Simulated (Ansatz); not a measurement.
# Ti3Se: one candidate structure

Aim: relax Ti3Se from this start, structure listed in a database for this formula (P-6m2, No. 187), and see where it ends.

Program: Ansatz 0.2.0. Level of theory: DFT r2SCAN, scalar-relativistic, plane waves, PAW. These are calculated values, not measurements.

## Step 1: The system as given

The structure is hexagonal, space group P-6m2 (No. 187). The conventional cell has a = 3.197 Å, b = 3.197 Å, c = 7.943 Å, α = 90.00°, β = 90.00°, γ = 120.00°. Ti (site symmetry 3m) is surrounded by 3 Se at 2.58 Å and 3 Ti at 2.85 Å. Ti (site symmetry -6m2) is surrounded by 12 Ti at 2.85 to 3.20 Å. Se (site symmetry -6m2) is surrounded by 6 Ti at 2.58 Å.

As a file:

```cif
data_structure
_symmetry_space_group_name_H-M 'P 1'
_symmetry_Int_Tables_number 1
_cell_length_a 3.1974
_cell_length_b 3.1974
_cell_length_c 7.9427
_cell_angle_alpha 90.000
_cell_angle_beta 90.000
_cell_angle_gamma 120.000
_cell_volume 70.32
loop_
_atom_site_label
_atom_site_type_symbol
_atom_site_fract_x
_atom_site_fract_y
_atom_site_fract_z
_atom_site_occupancy
Ti1 Ti 0.33333 0.66667 0.22710 1
Ti2 Ti 0.33333 0.66667 0.77290 1
Ti3 Ti 0.66667 0.33333 0.50000 1
Se1 Se 0.00000 0.00000 0.00000 1
```

(A quick probe on a coarse mesh, which set the mesh and smearing, is not shown.)

## Step 3: Full relaxation

Input file input.yaml:

```yaml
crystal:
  lattice:
    - [3.1974455988, 0.0, 0.0]
    - [-1.5987227994, 2.7690691158, 0.0]
    - [0.0, 0.0, 7.942745]
  atoms:
    - { symbol: Ti, position: [0.33333333, 0.66666667, 0.227098] }
    - { symbol: Ti, position: [0.33333333, 0.66666667, 0.772902] }
    - { symbol: Ti, position: [0.66666667, 0.33333333, 0.5] }
    - { symbol: Se, position: [0.0, 0.0, 0.0] }
basis:
  ecutwfc: 500
kpoints:
  mp_grid: { grid: [18, 18, 6] }
hamiltonian:
  xc: r2scan
scf:
  occupations: { method: gaussian, width: 0.1 }
output:
  forces: true
  stress: true
  eigenvalues: true
relax:
  adjacent_minimum: "off"
  f_tol: 0.01
  max_steps: 80
  cell: { stress_tol: 0.05 }
```

The run is started by

```sh
$ ansatz run input.yaml --threads 1 --pin off --max-ram 2560MiB --backend cpu --events-out ev --progress --plain --runs-dir out
```

**Question.** What will these runs give?

The runs gave:

Formation energies count from the elements, computed with the same settings in runs not shown here.

| quantity | value |
| --- | --- |
| cell | a = 3.197 Å, b = 3.197 Å, c = 7.908 Å, α = 90.00°, β = 90.00°, γ = 120.00° |
| space group | P-6m2 (No. 187) |
| volume | 17.50 Å³/atom |
| gap on the mesh | none (metal) |
| formation energy from the elements | -0.542 eV/atom |

In words: The space group stayed P-6m2, and from the first guess the volume went from 17.58 to 17.50 Å³/atom. With -0.54 eV/atom it lies under the elements, which doesn't yet make it stable against other compounds of them.
